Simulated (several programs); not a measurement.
A 10-atom cell of Cs₂AgBiBr₆ from a published structure, relaxed with r2SCAN in Ansatz, was computed with several methods. The symmetry is Fm-3m (No. 225, cubic); conventional cell a = 11.346 Å, 36.51 Å³ an atom. Cs is surrounded by 12 Br at 4.01 Å; Ag is surrounded by 6 Br at 2.82 Å; Bi is surrounded by 6 Br at 2.86 Å; Br is surrounded by 1 Ag at 2.82 Å and 1 Bi at 2.86 Å and 4 Cs at 4.01 Å. No spin polarisation; the structure comes from an open crystallographic database, the properties from the calculation.

Space group Fm-3m (No. 225). a = 11.346 Å, b = 11.346 Å, c = 11.346 Å, α = 90.00°, β = 90.00°, γ = 90.00°
```json
{"atom": "Cs", "site": "8c", "symmetry": "-43m", "x": "0.2500", "y": "0.7500", "z": "0.7500"}
{"atom": "Ag", "site": "4b", "symmetry": "m-3m", "x": "0.5000", "y": "0.0000", "z": "0.0000"}
{"atom": "Bi", "site": "4a", "symmetry": "m-3m", "x": "0.0000", "y": "0.0000", "z": "0.0000"}
{"atom": "Br", "site": "24e", "symmetry": "4m.m", "x": "0.5000", "y": "0.7518", "z": "0.0000"}
```

Gaps and times are for a single point on this cell; volume and bulk modulus come from each method's own relaxation or energy curve at fixed shape, which is too stiff where a cell has free coordinates or axes. Times are rough, from shared hosts (Arm Neoverse V2; NVIDIA H100 80GB HBM3), and each method has its own mesh and cell size. A double dagger marks a value from a curve with shape and coordinates held. PM6 (MOPAC), PM7 (MOPAC), GFN1-xTB (tblite), GFN2-xTB (tblite) treat a cluster of cells at its zone centre, which samples few k points: where these miss a band edge, the gap comes out too large for that reason alone. Gaps from k meshes are read at a limited set of points (mesh, symmetry points, PBE's band edges), so each method's own least gap may be somewhat smaller. xTB and the PM methods were fitted mostly to molecules, and can miss a solid's gap by electronvolts. Minimal bases can be far off for gaps. Times of the plane-wave rungs are withheld (a dash), since they come from other jobs, hosts and meshes; the meshes of hybrids and Hartree-Fock don't converge their gaps to the digits shown. GLLB-SC's gap includes the derivative discontinuity. d marks a direct gap, i an indirect one (no mark: not told apart), a dash a value that wasn't computed or didn't pass its checks.

```csv
method,kind,gap (eV),own volume (Å³/atom),bulk modulus (GPa),atoms computed,processor time
GFN1-xTB (tblite),tight binding,1.98,34.38‡,34‡,cluster,1.6 s
GFN2-xTB (tblite),tight binding,2.80,37.12‡,22‡,cluster,2.2 s
PM7 (MOPAC),semi-empirical,6.81,–,–,cluster,3.4 s
PM6 (MOPAC),semi-empirical,6.02,–,–,cluster,4.7 s
"light PBE (260 eV, its own mesh)",light plane-wave,1.33 i,–,–,10,4.9 s
PBE,semilocal,1.28 i,37.86,23‡,10,–
PBE+SOC,semilocal,1.05 i,–,–,10,–
PBE/SZV (CP2K),small basis,0.98 i,–,–,10,24 s
r2SCAN,semilocal,1.67 i,36.51,27‡,10,–
PBE/DZVP (CP2K),small basis,1.29 i,38.26‡,23‡,10,53 s
PBE0,hybrid,2.82 i,–,–,10,–
HSE06,hybrid,2.15 i,–,–,10,–
GLLB-SC (GPAW),model potential,2.46,–,–,10,3.8 min
```

Problem. How far from the measured values lie the methods that can be set against them?

Solution.
- Band gap, measured 2.12 eV (indirect; set against each method's least gap): GFN1-xTB (tblite) -0.14 eV, GFN2-xTB (tblite) +0.68 eV, PM7 (MOPAC) +4.69 eV, PM6 (MOPAC) +3.90 eV, light PBE (260 eV, its own mesh) -0.79 eV, PBE -0.84 eV, PBE+SOC -1.07 eV, PBE/SZV (CP2K) -1.14 eV, r2SCAN -0.45 eV, PBE/DZVP (CP2K) -0.83 eV, PBE0 +0.70 eV, HSE06 +0.03 eV, GLLB-SC (GPAW) +0.34 eV.
- Volume, measured 35.43 Å³ an atom: PBE +6.9 %, r2SCAN +3.1 %.
The calculations are for a static lattice; samples hold vibrations, temperature and, in optical gaps, excitons. A measured value is shown where most reports agree with it, and only for the quantities listed. Sources: 2.12 eV (indirect gap from Tauc plot of optical absorption, Ag:Bi = 1.15:1 in precursor; 300 K; “Highly ordered lead-free double perovskite halides by design”; Tauc extrapolation of indirect absorption edge; crystal grown with Ag excess; measurement temperature not stated, presumably room …; 2020; arxiv:2006.15818); 35.43 Å³ an atom (298 K; Crystallography Open Database).

Only the rows marked +SOC include spin-orbit coupling.
